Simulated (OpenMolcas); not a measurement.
**Re⁶⁺ among point charges: CASSCF and CASPT2 levels and susceptibility**

How does a field of 5 point charges split the states of Re⁶⁺, and what χT follows?

The numbers are computed with OpenMolcas 26.06 (state-averaged CASSCF and CASPT2, spin-orbit coupling by RASSI with atomic mean-field integrals), except any that are marked as measured or tabulated.

### 1 The system

```
Species                           : Re⁶⁺ (rhenium, Z = 75, 69 electrons)
Basis                             : ANO-RCC-VDZP [7s6p4d2f1g], 68 functions
Scalar Hamiltonian                : DKH2, point nucleus
Inactive shells                   : 1s 2s 2p 3s 3p 3d 4s 4p 4d 4f 5s 5p
Active space                      : 1 electron in 5 orbitals (5d)
Some configurations of this space : 5d
Orbitals                          : optimised for each spin and parity, averaged over all roots
```

The outer shells:

5d
```
5d [↑ ][  ][  ][  ][  ]
```

The ion sits among 5 point charges of -2 e arranged as a trigonal bipyramid (D3h), 2.06 Å from the ion, with the axial distance 2.245 Å.

The work runs as a chain of OpenMolcas steps in one folder; each step below is one input file. Labels, J, g values, rates, χT and fits are worked out afterwards by a script from the matrices that RASSI stores.

### 2 Basis and integrals

Input file a.inp:

```
&GATEWAY
Coord
1

Re 0.0 0.0 0.0
Basis=ANO-RCC-VDZP
Group=NoSym
NoMove
AngMom=0.0 0.0 0.0
AMFI
XField
5 Angstrom 0
2.060000 0.000000 0.000000 -2.000000
-1.030000 1.784012 0.000000 -2.000000
-1.030000 -1.784012 0.000000 -2.000000
0.000000 0.000000 2.245400 -2.000000
0.000000 0.000000 -2.245400 -2.000000
&SEWARD
```

On the command line:

```
$ OMP_NUM_THREADS=1 MOLCAS_MEM=1689 MOLCAS_PROJECT=a pymolcas a.inp > a.log
```

### 3 Reference wave functions, doublets, 5 roots

Input file a.inp:

```
&RASSCF
FileOrb=start.orb
Symmetry=1
Spin=2
nActEl=1 0 0
Inactive=34
Ras2=5
CIRoot=5 5 1
SDav=5
CIMx=300
Iter=120 100
PrWF=0.3
OrbListing=Nothing
MaxOrb=0
>>> COPY $Project.JobIph JOB001
```

start.orb holds the contracted functions of the basis, ordered by shell, or the orbitals of the step before.

### 4 State interaction with spin-orbit coupling

Input file a.inp:

```
&RASSI
NrOfJobIphs=1 5
1 2 3 4 5
IphNames
JOB001
EJob
SpinOrbit
DIPRint=1.0
SOCoupling=1000.0
Subsets=2
Property=9
'ANGMOM' 1 'ANGMOM' 2 'ANGMOM' 3 'MLTPL  1' 1 'MLTPL  1' 2 'MLTPL  1' 3
'AMFI' 1 'AMFI' 2 'AMFI' 3
SOProperty=3
'ANGMOM' 1 'ANGMOM' 2 'ANGMOM' 3
```

### 5 CASPT2: IPEA 0.25, imaginary shift 0.1 (closed shells correlated: 4f 5s 5p)

Input file a.inp:

```
>>> COPY JOB001 $Project.JobIph
&CASPT2
Multistate=5 1 2 3 4 5
NoMult
Frozen=23
IPEA=0.25
Imaginary=0.1
MaxIter=60
WThr=0.0 0.3 0.05
PrWF=0.5
NoMix
```

(Steps that only read results are left out.)

**Question.** What will these runs give? Wanted: spin-free ground state; first state of the same spin within the active space; lowest level; next level.

The runs gave:

| quantity | value |
| --- | --- |
| method | SS-CASPT2, IPEA 0.25, imaginary shift 0.1 (closed shells correlated: 4f 5s 5p) |
| spin-free ground state | 2E, 2-fold in its orbital part |
| first state of the same spin within the active space | 2E at 2170 cm⁻¹ |
| lowest level | 2-fold E3/2, g = 0.00, 0.00, 2.52 |
| next level | 15.8 cm⁻¹ |
| χT at 300 K | 0.27 cm³ K/mol |
| effective moment at 300 K | 1.48 μB |

Cost by method:

```tsv
method	time of its own steps	time with the reference
A. CASSCF	2.4 s	2.4 s
B. SS-CASPT2, IPEA 0.25, imaginary shift 0.1, +4f 5s 5p	1.7 s	4.1 s
```

Times are of one thread on a shared host.

What this shows: The spin-free ground state (2E) comes to 100 % from free-ion D terms and keeps the highest spin of the shell. χT at 300 K is 0.27, against 0.38 cm³ K/mol for the spin alone, so orbital moment lowers it. CASPT2 does not keep the components of a term degenerate, and the means are used. The field of point charges can differ much from that of real complexes. This is an electrostatic model: the charges have no orbitals.
